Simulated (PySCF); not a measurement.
# Tl(CCH): other functionals and bases at one geometry

The task here is to estimate one member of a computed series from the others.

Method: several levels, as the steps say, no spin–orbit coupling; program: PySCF 2.14.0.

5 further runs of the same task are left out: 2 for a known fault of the program, 2 that didn't finish, 1 set aside as unsound or not needed.

**Where the work starts**

4 atoms, charge 0, spin multiplicity 1.

Bond lengths: Tl1–C2 2.316 Å, C2–C3 1.233 Å, C3–H4 1.077 Å. Angles: Tl1–C2–C3 180.0°, C2–C3–H4 180.0°.

Geometry (Å):

```xyz
4

Tl    0.0000    0.0000   -0.2086
C     0.0000    0.0000    2.1074
C     0.0000    0.0000    3.3400
H     0.0000    0.0000    4.4173
```

Formal oxidation states: Tl +1. An earlier session relaxed this geometry at r2SCAN, Tl def2-SVP with ECP60, C def2-SVP, H def2-SVP (singlet, point group C∞v).

At r2SCAN on the finer grid: E = -249.227550 Eh, HOMO -6.21 eV, LUMO -2.11 eV, Mulliken charge on Tl1 +0.39 e, largest force component 0.015 eV/Å. 

Levels to run: CAM-B3LYP; BP86; M06-L; BLYP; r2SCAN, TZVP; r2SCAN, x2c-SVP. Hardware: 2 threads of Arm Neoverse V1, shared host.

Set-up of the first run:

run.py (the lines that set the calculation) reads:

```python
mol = gto.M(atom='''
Tl     0.00000     0.00000    -0.20856
C      0.00000     0.00000     2.10741
C      0.00000     0.00000     3.33997
H      0.00000     0.00000     4.41725''',
    basis={'Tl': 'def2-SVP', 'C': 'def2-SVP', 'H': 'def2-SVP'},
    ecp={'Tl': 'def2-SVP'},
    charge=0, spin=0)
mf = dft.RKS(mol, xc='CAMB3LYP')
mf.grids.atom_grid = (75, 302)
mf = mf.density_fit()  # fitting sets: Tl def2-universal-JKFIT, C def2-universal-JKFIT, H def2-universal-JKFIT
mf.conv_tol = 1e-08; mf.max_cycle = 55
mf.kernel(dm0)  # dm0: the density of the relaxed state
```

On the command line:

```sh
> OMP_NUM_THREADS=2 python run.py
```

Among the steps run: CAM-B3LYP; BP86; M06-L; BLYP; r2SCAN, TZVP; r2SCAN, x2c-SVP.

One table of the session follows, with a row left open; its other results are not shown here.

| level | HOMO (eV) | gap (eV) | charge on Tl1 (e) | dipole (D) | largest force component (eV/Å) |
| --- | --- | --- | --- | --- | --- |
| r2SCAN (relaxed here) | -6.21 | 4.10 | 0.39 | 1.89 | 0.02 |
| CAM-B3LYP | -8.24 | 7.33 | 0.37 | 2.00 | 1.01 |
| BP86 | -6.06 | 3.62 | 0.33 | 1.77 | 0.70 |
| M06-L | -5.98 | 4.06 | 0.45 | 2.24 | 0.34 |
| BLYP | -5.77 | 3.45 | 0.30 | 1.70 | 0.53 |
| r2SCAN, TZVP | ? | ? | ? | ? | ? |
| r2SCAN, x2c-SVP | -6.17 | 4.09 | 0.46 | 1.96 | 0.30 |

Q: Estimate the row for r2SCAN, TZVP from the others.

The run gave: HOMO (eV): -6.26; gap (eV): 4.11; charge on Tl1 (e): 0.54; dipole (D): 2.13; largest force component (eV/Å): 0.82. In the column «HOMO (eV)» it lies between CAM-B3LYP (-8.24) and r2SCAN (relaxed here) (-6.21).

In one basis the HOMO–LUMO gap runs from 3.45 eV (BLYP) to 7.33 eV (CAM-B3LYP). The largest leftover force, 1.01 eV/Å with CAM-B3LYP, stands at a geometry relaxed at another level. Total energies of different levels can't be compared.
